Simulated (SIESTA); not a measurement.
**GaSb3 under changes of volume**

One of the cells (26.479 Å³/atom); the others are scaled copies at fixed shape and fractional positions:

```
Sb Ga
1.0
     0.00000    3.75530    3.75530
     3.75530    0.00000    3.75530
     3.75530    3.75530    0.00000
Sb Ga
3 1
Direct
  0.50000 0.50000 0.50000
  0.75000 0.75000 0.75000
  0.25000 0.25000 0.25000
  0.00000 0.00000 0.00000
```

The cell comes from a database or a generator and needn't be the stable form of this composition.

| Property | Result |
| --- | --- |
| Program | SIESTA 5.4.2 |
| Functional | PBE |
| Potentials or basis | PseudoDojo 0.4 standard (PBE files) |
| Basis | DZP (energy shift 0.003 Ry; two zetas on semicore shells) |
| Grid cutoff | 800 Ry |
| Energy shift | 0.003 Ry |
| k mesh | 6 × 6 × 6 |
| Occupations | fermi-dirac, width 0.05 eV |
| Spin | no spin polarisation |

```csv
volume (Å³/atom),energy over the lowest point (meV/atom),pressure (GPa)
24.402,27.31,4.8
24.922,?,?
25.441,6.32,2.1
26.479,0.00,-0.1
26.998,1.80,-1.1
27.518,6.74,-2.0
```

What does the run at 24.922 Å³/atom give?

Energy over the lowest point 14.99 meV/atom; pressure 3.4 GPa.

Worked out: A Birch-Murnaghan fit of order 3 (a polynomial in V^(-2/3)) to the other rows has its minimum at 26.44 Å³/atom with B0 = V·E''(V) = 52 GPa (rough, since the energies scatter). It gives 14.87 meV/atom at 24.922 Å³/atom, against the run's 14.99, and -dE/dV = 3.2 GPa, against 3.4.

Energies are extrapolated to zero smearing.

Caveats: the basis of atomic orbitals isn't converged, which shifts pressures, moduli and gaps.
